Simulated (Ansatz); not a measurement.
Set up this calculation in Ansatz 0.2.0, as the native input.

```yaml
Task: single point
Functional: PBE
Potentials_or_basis: Ansatz PAW
Cutoff: "420 eV (not typed: the program's choice for these potentials)"
k_mesh: 6 × 6 × 1
Occupations: fermi-dirac, width 0.05 eV
Spin: no spin polarisation
Boundary_along_the_surface_normal: dipole_correction
Miller: 1 × 1 × 1
Adsorbate: H2
Bulk_formula: Pt
```

HPt6, a slab with vacuum:

```xyz
14
Lattice="5.5378 0.0000 0.0000 -2.7689 4.7959 0.0000 0.0000 0.0000 22.5395" Properties=species:S:1:pos:R:3 pbc="T T T"
Pt    1.3844    0.7993    8.0000
Pt    0.0000    3.1972    8.0000
Pt    4.1533    0.7993    8.0000
Pt    2.7689    3.1972    8.0000
Pt    2.7689    1.5986   10.2608
Pt    1.3844    3.9965   10.2608
Pt    0.0000    1.5986   10.2608
Pt   -1.3844    3.9965   10.2608
Pt   -1.3844    2.3979   12.5216
Pt    0.0000    0.0000   12.5216
Pt    1.3844    2.3979   12.5216
Pt    2.7689    0.0000   12.5216
H     0.6649    1.9451   14.9595
H     0.0000    1.5986   14.9416
```

The cell isn't the ideal one: H2 (tilted) over a hollow site of the (1 1 1) slab of Pt, cut from the database cell, not relaxed.

The input as run:

input.yaml

```yaml
crystal:
  lattice:
    - [5.5377774675, 0.0, 0.0]
    - [-2.7688887338, 4.7958559674, 0.0]
    - [0.0, 0.0, 22.5394763682]
  atoms:
    - { symbol: Pt, position: [0.3333333333, 0.1666666667, 0.3549328241] }
    - { symbol: Pt, position: [0.3333333333, 0.6666666667, 0.3549328241] }
    - { symbol: Pt, position: [0.8333333333, 0.1666666667, 0.3549328241] }
    - { symbol: Pt, position: [0.8333333333, 0.6666666667, 0.3549328241] }
    - { symbol: Pt, position: [0.6666666667, 0.3333333333, 0.4552363159] }
    - { symbol: Pt, position: [0.6666666667, 0.8333333333, 0.4552363159] }
    - { symbol: Pt, position: [0.1666666667, 0.3333333333, 0.4552363159] }
    - { symbol: Pt, position: [0.1666666667, 0.8333333333, 0.4552363159] }
    - { symbol: Pt, position: [0.0, 0.5, 0.5555398077] }
    - { symbol: Pt, position: [0.0, 0.0, 0.5555398077] }
    - { symbol: Pt, position: [0.5, 0.5, 0.5555398077] }
    - { symbol: Pt, position: [0.5, 0.0, 0.5555398077] }
    - { symbol: H, position: [0.3228581307, 0.4055790365, 0.6637011492] }
    - { symbol: H, position: [0.1666666667, 0.3333333333, 0.662906987] }
hamiltonian:
  xc: pbe
  pseudopotentials: { kind: paw }
kpoints:
  mp_grid: { grid: [6, 6, 1] }
scf:
  occupations: { method: fermi_dirac, width: 0.05 }
output:
  forces: true
  eigenvalues: true
efield:
  axis: 3
  dipole_correction: true
  ramp_width: 0.04
```

Potentials or basis: Ansatz PAW.

Command:

```bash
$ ansatz run input.yaml --threads 4 --pin off --max-ram 11264MiB --backend cpu --events-out ev --progress --plain --runs-dir out
```

Results of the run:

* Largest force: 0.561 eV/Å
* Band gap on the k mesh: none (metal or under the smearing width)
* Work function of the upper face: 5.44 eV
* Work function of the lower face: 5.79 eV
* Dipole across the slab: 0.052 e·Å

Wall time 39 s on 4 threads of Arm Neoverse V2, on a shared host, peak memory 2.2 GiB.
